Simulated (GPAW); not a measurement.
The system is GaGe3.

```
CELL_PARAMETERS angstrom
0.00000 3.38717 3.38717
3.38717 0.00000 3.38717
3.38717 3.38717 0.00000
ATOMIC_POSITIONS crystal
Ge 0.50000 0.50000 0.50000
Ge 0.75000 0.75000 0.75000
Ge 0.25000 0.25000 0.25000
Ga 0.00000 0.00000 0.00000
```

The cell comes from a database or a generator and needn't be the stable form of this composition.

Base run:

| Quantity | Value |
| --- | --- |
| Program | GPAW 26.7.0 |
| Functional | LDA |
| Potentials or basis | the program's PAW data sets (release 1.2.1) made for this functional |
| Cutoff | 600 eV |
| Basis | pw |
| k mesh | 7 × 7 × 7 |
| Occupations | fermi-dirac, width 0.05 eV |
| Spin | no spin polarisation |

Its results: pressure -5.7 GPa.

Q: The run is repeated on the same cell with these changes: cutoff from 600 eV to 450 eV; k mesh from 7 × 7 × 7 to 6 × 6 × 6. What comes out?

A: Pressure -4.7 GPa.

Caveats: the cutoff is short for stress and forces, so pressures can be off by a GPa or more (some runs).

Not every run made on this cell is shown here.
